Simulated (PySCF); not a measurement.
# Changing the system itself: GeH

Aim: change spin, charge, geometry, field or solvent of GeH, one at a time, and compare with the base run.

The runs use PySCF 2.14.0; method and basis as typed in the scripts.

1 further run of the same task is left out (it didn't finish).

### 1 The system as given

GeH: 2 atoms, charge 0, spin multiplicity 2.

Bond lengths: Ge1–H2 1.702 Å.

### 2 Base script

input.py

```python
from pyscf import gto, scf, mcscf

mol = gto.M(
    atom='Ge 0 0 0; H 0 0 1.702',
    basis='cc-pvdz',
    charge=0,
    spin=1,
    verbose=4,
)
mf = scf.ROHF(mol)
mf = mf.density_fit(auxbasis='def2-universal-jkfit')
mf.kernel()
mc = mcscf.CASCI(mf, 6, 7)
mc.kernel()
mc.analyze()
mf.dip_moment()
print('orbital energies (hartree):', mf.mo_energy[..., max(0, mol.nelec[1]-3):mol.nelec[0]+3].round(4))
```

The run is started by

```console
python input.py
```

The log of this run is left out.

It gives: E(SCF) = -2075.856292 Eh, 8 cycles, E(CAS) − E(SCF) = -0.01413 Eh, μ = 0.32 D (of the SCF density).

The bond length is a typed value, not an optimised one.

### 3 Lengths in bohr

Edit 1 changes length unit: angstrom → bohr; bond length: 1.702 Å → 1.702 bohr.

input.py

```python
from pyscf import gto, scf, mcscf

mol = gto.M(
    atom='Ge 0 0 0; H 0 0 1.702',
    basis='cc-pvdz',
    charge=0,
    spin=1,
    unit='bohr',
    verbose=4,
)
mf = scf.ROHF(mol)
mf = mf.density_fit(auxbasis='def2-universal-jkfit')
mf.kernel()
mc = mcscf.CASCI(mf, 6, 7)
mc.kernel()
mc.analyze()
mf.dip_moment()
print('orbital energies (hartree):', mf.mo_energy[..., max(0, mol.nelec[1]-3):mol.nelec[0]+3].round(4))
```

The run is started by

```console
python input.py
```

### 4 Bond 25 Å

Edit 2 changes bond length: 1.702 Å → 25 Å.

input.py, as its differences from that of step 2:

```diff
@@ -3,3 +3,3 @@
 mol = gto.M(
-    atom='Ge 0 0 0; H 0 0 1.702',
+    atom='Ge 0 0 0; H 0 0 25',
     basis='cc-pvdz',
```

### 5 Bond 1.362 Å

Edit 3 changes bond length: 1.702 Å → 1.362 Å.

input.py, as its differences from that of step 2:

```diff
@@ -3,3 +3,3 @@
 mol = gto.M(
-    atom='Ge 0 0 0; H 0 0 1.702',
+    atom='Ge 0 0 0; H 0 0 1.362',
     basis='cc-pvdz',
```

### 6 Bond 1.906 Å

Edit 4 changes bond length: 1.702 Å → 1.906 Å.

input.py, as its differences from that of step 2:

```diff
@@ -3,3 +3,3 @@
 mol = gto.M(
-    atom='Ge 0 0 0; H 0 0 1.702',
+    atom='Ge 0 0 0; H 0 0 1.906',
     basis='cc-pvdz',
```

### 7 Bond 2.127 Å

Edit 5 changes bond length: 1.702 Å → 2.127 Å.

input.py, as its differences from that of step 2:

```diff
@@ -3,3 +3,3 @@
 mol = gto.M(
-    atom='Ge 0 0 0; H 0 0 1.702',
+    atom='Ge 0 0 0; H 0 0 2.127',
     basis='cc-pvdz',
```

### 8 Bond 5.106 Å

Edit 6 changes bond length: 1.702 Å → 5.106 Å.

input.py, as its differences from that of step 2:

```diff
@@ -3,3 +3,3 @@
 mol = gto.M(
-    atom='Ge 0 0 0; H 0 0 1.702',
+    atom='Ge 0 0 0; H 0 0 5.106',
     basis='cc-pvdz',
```

Q: Predict the outcome of this session. Wanted: for each run, E(SCF); from base; SCF dipole; after the SCF.

As calculated:

```csv
run,E(SCF) (hartree),from base (eV),cycles,SCF dipole (D),after the SCF
base,-2075.856292,0,8,0.32,CASCI correlation -0.384 eV
lengths in bohr (poor choice),-2075.437379,not comparable,8,1.77,CASCI correlation -0.227 eV
bond 25 Å (poor choice),-2075.728985,+3.4642,10,0.00,CASCI correlation -1.532 eV
bond 1.362 Å,-2075.839352,+0.4610,7,0.76,CASCI correlation -0.285 eV
bond 1.906 Å,-2075.841466,+0.4035,8,1.03,CASCI correlation -0.483 eV
bond 2.127 Å,-2075.819315,+1.0062,8,1.82,CASCI correlation -0.619 eV
bond 5.106 Å,-2075.728994,+3.4640,12,0.00,CASCI correlation -1.535 eV
```

In words: Of the runs whose energies can be compared, “bond 25 Å” moves the SCF energy most (+3.464 eV). Rows marked «poor choice» come from settings spoiled on purpose.
